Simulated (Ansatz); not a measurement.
# CH4AlClF2: the cost of one run

Method: RKS PBE-D4/def2-SVP, in Ansatz 0.2.0.

### 1 The starting structure

Bond lengths: Al1–Cl2 2.580 Å, Al1–F3 1.690 Å, Al1–C4 1.970 Å, C4–H5 1.110 Å, C4–H6 1.110 Å, C4–H7 1.110 Å, Al1–F8 1.990 Å. Angles: Cl2–Al1–F3 120.0°, Cl2–Al1–C4 120.0°, Cl2–Al1–F8 71.6°, F3–Al1–C4 120.0°, F3–Al1–F8 97.0°, C4–Al1–F8 101.2°, Al1–C4–H5 109.5°, Al1–C4–H6 109.5°, Al1–C4–H7 109.5°, H5–C4–H6 109.4°, H5–C4–H7 109.4°, H6–C4–H7 109.4°.

Structure file:

```xyz
9

Al    0.0000    0.0000    0.0000
Cl    0.0000    0.0000    2.5800
F     1.4635    0.0000   -0.8450
C    -1.7060    0.0000   -0.9850
H    -2.2662   -0.9305   -0.7558
H    -2.3102    0.8797   -0.6796
H    -1.5043    0.0508   -2.0753
F     0.0832   -1.8866    0.6275
H     0.0621   -1.4096    1.7633
```

### 2 Pulling towards end A

Springs on the bonds that form and break draw the guess towards this end; the thresholds are loose.

input.yaml reads:

```yaml
crystal:
  periodic: [false, false, false]
  atoms:
    - { symbol: Al, position_ang: [0.0, 0.0, 0.0] }
    - { symbol: Cl, position_ang: [0.0, 0.0, 2.58] }
    - { symbol: F, position_ang: [1.4635, 0.0, -0.845] }
    - { symbol: C, position_ang: [-1.706, 0.0, -0.985] }
    - { symbol: H, position_ang: [-2.2662, -0.9305, -0.7558] }
    - { symbol: H, position_ang: [-2.3102, 0.8797, -0.6796] }
    - { symbol: H, position_ang: [-1.5043, 0.0508, -2.0753] }
    - { symbol: F, position_ang: [0.0832, -1.8866, 0.6275] }
    - { symbol: H, position_ang: [0.0621, -1.4096, 1.7633] }
basis:
  gaussian: { orbitals: def2-SVP }
hamiltonian:
  xc: pbe
  dispersion: d4
relax:
  f_tol: 0.15
  max_steps: 25
  restrain:
    - { distance: [0, 7], at: 2.89, k: 30.0 }
    - { distance: [8, 1], at: 2.57, k: 30.0 }
    - { distance: [0, 1], at: 2.23, k: 30.0 }
    - { distance: [8, 7], at: 0.92, k: 30.0 }
output:
  orbitals: {}
```

On the command line:

```
$ ansatz run input.yaml --threads 2 --pin off --max-ram 3072MiB --backend cpu --events-out ev --progress --plain --runs-dir out
```

**Question.** How long does this run take on 2 threads of Arm Neoverse V1, shared host, and how much memory does it need?

About 18 s, with a peak of 0.15 GiB.
